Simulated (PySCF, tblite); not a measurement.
# C₇H₁₁O radical: geometry, infrared bands and EPR parameters

Wanted: the infrared bands and EPR parameters of C₇H₁₁O radical (`[H]/[C]=C1/CC[C@@](C)(O)C1`), by calculation.

The runs use tblite 0.8.0 and PySCF 2.14.0, with density-fitted response routines of our own; the level of theory stands in each step. All values are computed, except where a source is named. Atoms count from 0, in the outputs and in this text.

**1. Starting geometry**

19 atoms, charge 0, multiplicity 2; geometry from: force field or distance geometry start.

Bonds of the start (Å): C0–C1 1.30, C1–C2 1.51, C2–C3 1.53, C3–C4 1.51, C4–C5 1.50, C4–O6 1.40, C4–C7 1.51, C7–C1 1.52, C0–H8 1.09, C2–H9 1.12, C2–H10 1.10, C3–H11 1.10, C3–H12 1.11, C5–H13 1.11, C5–H14 1.12, C5–H15 1.10, O6–H16 0.98, C7–H17 1.11, C7–H18 1.08.

**2. Optimising the geometry with GFN2-xTB**

The job: settings as JSON, then the geometry in Å.

```
{"job": {"kind": "relax", "xc": "GFN2-xTB", "basis": "xTB"}, "charge": 0, "multiplicity": 2}
C     -2.713900     0.607900    -0.746100
C     -1.637600     0.183300    -0.158200
C     -1.212300    -1.204100     0.245900
C      0.203700    -1.192400    -0.326300
C      0.669600     0.245400    -0.237800
C      1.805000     0.341300     0.735400
O      1.143700     0.720000    -1.470500
C     -0.482300     1.050200     0.302300
H     -2.833100     1.671000    -0.946100
H     -1.130800    -1.217400     1.362100
H     -1.849100    -1.996100    -0.162600
H      0.852300    -1.884100     0.232900
H      0.160100    -1.515000    -1.388100
H      2.371600    -0.616400     0.766700
H      1.375500     0.488500     1.755700
H      2.470100     1.167900     0.458300
H      1.829200     0.109000    -1.813800
H     -0.478100     0.970200     1.411800
H     -0.553500     2.079900    -0.029000
```

Command:

```sh
OMP_NUM_THREADS=1 python probes_run.py task.json out
```

One launch serves the whole session: the jobs run in the order shown.

The program printed:

```text
step      E/eV     max force
  0    -667.35391    2.076
  1    -667.53574    0.821
  2    -667.59941    0.856
  3    -667.64452    0.675
  4    -667.69727    0.501
  5    -667.75452    0.573
  6    -667.77788    0.499
  7    -667.81219    0.296
  8    -667.82998    0.321
  9    -667.84357    0.279
 10    -667.85711    0.343
 11    -667.87461    0.416
 12    -667.89097    0.377
 13    -667.90176    0.224
 14    -667.90700    0.145
 15    -667.91086    0.139
 16    -667.91558    0.176
 17    -667.92054    0.170
 18    -667.92519    0.164
 19    -667.92967    0.169
 20    -667.93477    0.184
 21    -667.94055    0.218
 22    -667.94606    0.178
 23    -667.95050    0.146
 24    -667.95411    0.127
 25    -667.95763    0.176
 26    -667.96138    0.189
 27    -667.96505    0.140
 28    -667.96833    0.130
 29    -667.97132    0.129
 30    -667.97429    0.149
 31    -667.97741    0.136
 32    -667.98075    0.148
 33    -667.98420    0.172
 34    -667.98727    0.157
 35    -667.99021    0.166
 36    -667.99297    0.137
 37    -667.99607    0.133
 38    -667.99795    0.097
 39    -667.99945    0.080
 40    -668.00040    0.075
 41    -668.00151    0.095
 42    -668.00271    0.090
 43    -668.00380    0.070
 44    -668.00457    0.050
 45    -668.00527    0.062
 46    -668.00605    0.073
 47    -668.00696    0.070
 48    -668.00781    0.067
 49    -668.00856    0.058
 50    -668.00920    0.061
 51    -668.00973    0.048
 52    -668.01011    0.038
 53    -668.01034    0.031
 54    -668.01049    0.028
 55    -668.01061    0.031
 56    -668.01074    0.032
 57    -668.01087    0.032
 58    -668.01102    0.034
 59    -668.01118    0.030
 60    -668.01138    0.033
 61    -668.01163    0.047
 62    -668.01196    0.041
 63    -668.01233    0.044
 64    -668.01275    0.047
 65    -668.01326    0.061
 66    -668.01396    0.065
 67    -668.01489    0.077
 68    -668.01601    0.092
 69    -668.01724    0.087
 70    -668.01848    0.078
 71    -668.01965    0.075
 72    -668.02084    0.083
 73    -668.02213    0.100
 74    -668.02346    0.106
 75    -668.02486    0.137
 76    -668.02543    0.211
 77    -668.02730    0.189
 78    -668.02926    0.153
 79    -668.03133    0.128
 80    -668.03527    0.142
 81    -668.03727    0.147
 82    -668.04000    0.176
 83    -668.04306    0.120
 84    -668.04483    0.102
 85    -668.04674    0.102
 86    -668.04818    0.093
 87    -668.04938    0.083
 88    -668.05155    0.074
 89    -668.05279    0.075
 90    -668.05398    0.072
 91    -668.05497    0.098
 92    -668.05604    0.106
 93    -668.05726    0.093
 94    -668.05863    0.093
 95    -668.06001    0.082
 96    -668.06125    0.092
 97    -668.06243    0.118
 98    -668.06340    0.072
 99    -668.06414    0.045
100    -668.06460    0.055
101    -668.06502    0.066
102    -668.06544    0.074
103    -668.06598    0.065
104    -668.06677    0.052
105    -668.06718    0.052
106    -668.06792    0.055
107    -668.06851    0.074
108    -668.06903    0.051
109    -668.06949    0.054
110    -668.07003    0.065
111    -668.07065    0.061
112    -668.07126    0.097
113    -668.07190    0.065
114    -668.07245    0.043
115    -668.07299    0.036
116    -668.07325    0.041
117    -668.07370    0.044
118    -668.07427    0.052
119    -668.07506    0.060
120    -668.07602    0.089
121    -668.07696    0.072
122    -668.07778    0.151
123    -668.07867    0.068
124    -668.07975    0.114
125    -668.08063    0.117
126    -668.08190    0.086
127    -668.08299    0.083
128    -668.08428    0.106
129    -668.08518    0.099
130    -668.08626    0.071
131    -668.08689    0.065
132    -668.08745    0.094
133    -668.08791    0.101
134    -668.08855    0.088
135    -668.08916    0.113
136    -668.08970    0.063
137    -668.09015    0.062
138    -668.09057    0.051
139    -668.09093    0.088
140    -668.09121    0.040
141    -668.09153    0.028
142    -668.09176    0.040
143    -668.09186    0.025
144    -668.09194    0.018
145    -668.09201    0.014
146    -668.09206    0.016
147    -668.09209    0.012
148    -668.09211    0.006
```

Run time: 0.86 s. Hardware: 1 thread of Arm Neoverse V2, shared host.

Relaxation path: (not every step is listed)

```
step  energy from step 0 (eV)  largest force (eV/Å)
   0                   0.0000                2.0761
   1                  -0.1818                0.8213
   2                  -0.2455                0.8559
   3                  -0.2906                0.6753
   4                  -0.3434                0.5011
   5                  -0.4006                0.5726
   6                  -0.4240                0.4985
   7                  -0.4583                0.2961
   8                  -0.4761                0.3208
  21                  -0.5866                0.2182
  34                  -0.6334                0.1572
  47                  -0.6531                0.0701
  60                  -0.6575                0.0330
  73                  -0.6682                0.1003
  86                  -0.6943                0.0934
  99                  -0.7102                0.0451
 112                  -0.7174                0.0970
 125                  -0.7267                0.1169
 138                  -0.7367                0.0514
 143                  -0.7379                0.0248
 144                  -0.7380                0.0179
 145                  -0.7381                0.0137
 146                  -0.7381                0.0157
 147                  -0.7382                0.0119
 148                  -0.7382                0.0062
```

Distances of close pairs at the start and the end, largest changes first:

```
  bond  before (Å)  after (Å)  change (Å)
 C4–C5       1.498      1.530      +0.031
C5–H14       1.117      1.086      -0.031
 C4–C7       1.505      1.533      +0.027
 C3–C4       1.514      1.541      +0.027
 C2–H9       1.119      1.092      -0.027
 C0–H8       1.088      1.063      -0.025
C7–H17       1.112      1.088      -0.024
C5–H13       1.113      1.090      -0.023
```

The final coordinates are the input of the step that follows.

**3. Harmonic vibrations with GFN2-xTB**

The job: settings as JSON, then the geometry in Å.

```
{"job": {"kind": "ir", "xc": "GFN2-xTB", "basis": "xTB"}, "charge": 0, "multiplicity": 2}
C     -2.723586     0.700457     0.458338
C     -1.565397     0.261961     0.099059
C     -1.120053    -1.188301     0.129944
C      0.232431    -1.211250    -0.575516
C      0.827237     0.190730    -0.340466
C      1.500664     0.288719     1.029418
O      1.726091     0.570577    -1.366667
C     -0.400550     1.104460    -0.422411
H     -3.265925     1.610825     0.539966
H     -1.025401    -1.513680     1.168373
H     -1.852642    -1.833931    -0.353523
H      0.882315    -2.005161    -0.206589
H      0.097788    -1.344315    -1.650617
H      2.306647    -0.439829     1.113470
H      0.778794     0.104407     1.819621
H      1.917977     1.284711     1.162605
H      2.527556     0.042128    -1.286091
H     -0.278032     2.026329     0.142500
H     -0.575719     1.360413    -1.468873
```

The program printed:

```text
mode    cm-1     km/mol
  1      50.7      0.51
  2     153.7      0.63
  3     217.3      0.18
  4     266.3     70.10
  5     290.6     66.92
  6     324.6     15.27
  7     341.3      6.98
  8     402.6      2.33
  9     435.1     11.83
 10     444.3      5.92
 11     538.8      0.78
 12     578.4      2.22
 13     664.1     23.38
 14     679.6     43.60
 15     787.7      3.27
 16     819.2      1.17
 17     868.7      0.62
 18     914.0      2.49
 19     954.7      0.79
 20     974.6      9.47
 21     995.5      1.09
 22    1031.9      8.44
 23    1043.8      3.32
 24    1098.3     21.71
 25    1109.2     23.07
 26    1126.2     82.26
 27    1167.9     27.64
 28    1185.7     14.22
 29    1230.7     20.03
 30    1248.6     23.91
 31    1285.7      4.12
 32    1301.7     50.44
 33    1324.5     33.20
 34    1402.7      7.18
 35    1450.2      4.01
 36    1466.8      0.84
 37    1483.3      2.14
 38    1493.0      0.60
 39    1499.4      1.77
 40    1741.3      2.14
 41    2959.1     14.00
 42    2979.2      5.67
 43    2987.3     64.27
 44    2994.0     24.57
 45    3001.7     34.27
 46    3009.6     39.01
 47    3014.1     45.55
 48    3035.1     31.50
 49    3053.7     20.23
 50    3214.8     18.17
 51    3547.2      5.27
```

Run time: 0.55 s. Hardware: 1 thread of Arm Neoverse V2, shared host.

Which atoms move in the most intense modes:

```
cm⁻¹  km/mol                                  atoms
 266    70.1                      H16 57 %, O6 11 %
 291    66.9    H16 38 %, O6 21 %, C0 12 %, H8 10 %
 680    43.6                       H8 57 %, C0 26 %
1126    82.3  H17 17 %, H16 14 %, C4 12 %, H12 12 %
1302    50.4             H12 37 %, C4 19 %, C3 15 %
2987    64.3                     H12 48 %, H11 29 %
3010    39.0                     H13 78 %, H17 12 %
3014    45.5                     H17 78 %, H13 13 %
```

**4. g tensor and hyperfine couplings: B3LYP/pcH-1**

Settings changed since step 3:

```diff
@@ -1,2 +1,2 @@
-{"job": {"kind": "ir", "xc": "GFN2-xTB", "basis": "xTB"}, "charge": 0, "multiplicity": 2}
+{"job": {"kind": "epr", "basis": "pcH-1"}, "charge": 0, "multiplicity": 2}
 C     -2.723586     0.700457     0.458338
```

Level: UKS B3LYP, pcH-1 on C H O, non-relativistic, mean-field spin-orbit, GIAO.

The program printed:

```text
UKS, coarse grid
  cycle   1  E = -348.39431116  |g| = 5.49e-01
  cycle   2  E = -348.30069218  |g| = 7.63e-01
  cycle   3  E = -348.51452189  |g| = 8.86e-02
  cycle   4  E = -348.51727701  |g| = 3.65e-02
  cycle   5  E = -348.51793793  |g| = 7.80e-03
  cycle   6  E = -348.51797452  |g| = 5.92e-03
  cycle   7  E = -348.51799982  |g| = 2.29e-03
  cycle   8  E = -348.51801084  |g| = 1.22e-03
  cycle   9  E = -348.51801350  |g| = 5.27e-04
UKS, final grid
  cycle   1  E = -348.51794040  |g| = 5.33e-04
  cycle   2  E = -348.51794043  |g| = 7.09e-04
  cycle   3  E = -348.51794071  |g| = 1.70e-04
  cycle   4  E = -348.51794074  |g| = 1.24e-04
  cycle   5  E = -348.51794078  |g| = 3.38e-05
  cycle   6  E = -348.51794079  |g| = 9.11e-06
E = -348.51794079 Eh   <S^2> = 0.7594 (exact 0.7500)
g shifts (ppm)      1          2          3
  rmc          -151       -151       -151
  gc             29          8        -23
  oz_so        -445         -5        553
  total        -567       -148        379
hyperfine (MHz)  atom isotope    a_iso     a_fc   dipolar eigenvalues
    0   13C     288.45     288.45    -81.08    -58.57    139.66
    1   13C     -14.02     -14.02    -19.75      2.56     17.19
    2   13C      52.27      52.27     -5.19     -4.74      9.93
    3   13C      -1.25      -1.25     -0.74     -0.42      1.15
    4   13C       3.18       3.18     -1.30     -0.73      2.03
    5   13C       0.14       0.14     -0.27     -0.18      0.44
    6   17O      -8.67      -8.67     -0.82      0.35      0.48
    7   13C      68.23      68.23     -8.82     -8.42     17.24
    8    1H      32.06      32.06    -32.42     -6.57     38.99
    9    1H     -12.26     -12.26     -4.23     -2.10      6.33
   10    1H      -9.79      -9.79     -4.94     -2.20      7.14
   11    1H       3.62       3.62     -1.08     -0.58      1.65
   12    1H       0.18       0.18     -1.15     -0.97      2.11
   13    1H       0.17       0.17     -0.57     -0.50      1.07
   14    1H      -0.06      -0.06     -1.22     -0.95      2.17
   15    1H       0.17       0.17     -0.79     -0.64      1.44
   16    1H       4.20       4.20     -0.60     -0.46      1.06
   17    1H     -10.40     -10.40     -5.62     -1.60      7.22
   18    1H     -15.77     -15.77     -4.87     -1.36      6.23
```

Run time: 1.9 min. Hardware: 1 thread of Arm Neoverse V2, shared host; peak memory 0.97 GiB.

Principal g values 2.00175, 2.00217, 2.00270; g(iso) = 2.00221, against 2.00232 for a free electron.

Hyperfine couplings; where a row names several nuclei, a(iso) is their mean (it holds for fast rotation or exchange) and the dipolar term the largest among them:

```
nuclei  isotope  a(iso) (MHz)  a(iso) (G, at g = 2.0023)  largest dipolar term (MHz)
    C0      13C         288.5                      102.9                       139.7
    C7      13C          68.2                       24.3                        17.2
    C2      13C          52.3                       18.7                         9.9
    H8       1H          32.1                       11.4                        39.0
   H18       1H         -15.8                       -5.6                         6.2
    C1      13C         -14.0                       -5.0                       -19.8
    H9       1H         -12.3                       -4.4                         6.3
   H17       1H         -10.4                       -3.7                         7.2
   H10       1H          -9.8                       -3.5                         7.1
    O6      17O          -8.7                       -3.1                        -0.8
   H16       1H           4.2                        1.5                         1.1
   H11       1H           3.6                        1.3                         1.7
    C4      13C           3.2                        1.1                         2.0
    C3      13C          -1.2                       -0.4                         1.2
```

Mulliken spin populations:

C0 1.05; C1 -0.19; C2 0.05; C3 0.00; C4 0.01; C5 0.00; O6 0.00; C7 0.08; H8 0.01; H9 0.00; H10 0.00; H11 0.00; H12 0.00; H13 0.00; H14 0.00; H15 0.00; H16 0.00; H17 -0.01; H18 -0.01

In first order the couplings over 0.8 MHz of 1H give 128 distinct lines over 31.4 G, if the averaged nuclei exchange fast; the same motion can average rows kept apart here too.

The fields below are evaluated on a grid from the run's orbitals.

ELF in a plane through or near 7 of the atoms.

Ten even steps from ' ' (0.00) to '@' (1.00):
```
                                                        
                                                        
                                                        
                          ::####==                      
                          ##@@@@%%..      ::..          
                ..::..    %%@@@@@@..  ..**@@@@##        
                  ....    **@@@@##..  --@@@@@@@@::      
                    ..----==****++----==%%@@@@%%..      
                  ..++##**##++##%%++##++::%%%%==        
                  ..**==::++==******==##::##**--..      
                    --**##++  ::##====####%%%%++..      
                    ..**%%**++++%%%%++::--####==..      
                    ==##--::@@++..**==    ::--..        
                ..%%@@@@@@**##**%%@@@@##                
                --@@@@@@@@++::--@@@@@@@@--              
                ..##@@@@**..  ..##@@@@@@--              
                  ..====..      ::####==                
                                                        
                                                        
                                                        
```
The map spans 12.0 Å across and 9.3 Å up, centred on the molecule. Atoms in the plane (x, y in Å): C0 (2.8, 0.5), C1 (1.6, 0.1), C2 (1.0, -1.3), H8 (3.4, 1.3), H10 (1.7, -2.0), H11 (-1.1, -1.9), H17 (0.5, 2.0).

On the surface of density 0.002 e/bohr³ the electrostatic potential runs, from the 1st to the 99th percentile, from -1.48 V near O6 to 1.92 V near H16.

The spin density lies nearest to C0 70 %; H8 9 %; C1 8 % (beta excess).

**5. Summary of results**

```
                                                                  quantity                 value
                                 strongest single infrared mode (GFN2-xTB)  1126 cm⁻¹, 82 km/mol
                                              zero-point energy (GFN2-xTB)        100.3 kcal/mol
                                                            g(iso) (B3LYP)               2.00221
                                                                      ⟨S²⟩    0.759 (exact 0.75)
                                        largest a(iso) (averaged by class)  13C on C0, 288.5 MHz
potential on the surface of density 0.002 e/bohr³, 1st and 99th percentile    -1.48 V and 1.92 V
```

In words: The optimisation took 148 steps and gained 0.738 eV; among the close pairs (by a distance rule), C4–C5 changed most, from 1.498 to 1.530 Å. All 51 modes are real, so the xTB geometry is a minimum. The strongest single mode, at 1126 cm⁻¹, has its largest shares on H17, H16, C4 and H12 (the list is cut at 4 atoms). Unscaled tight-binding wavenumbers are off by several per cent, some by more. Its intensities can rank the bands wrongly. C0 carries the largest spin population, 1.05 e. The isotropic g lies 0.1 ppt below the free-electron value. These values are for one conformer; the search (at its own cheap level) found 1 more, at 0.65 kcal/mol, and measured spectra average over such forms.
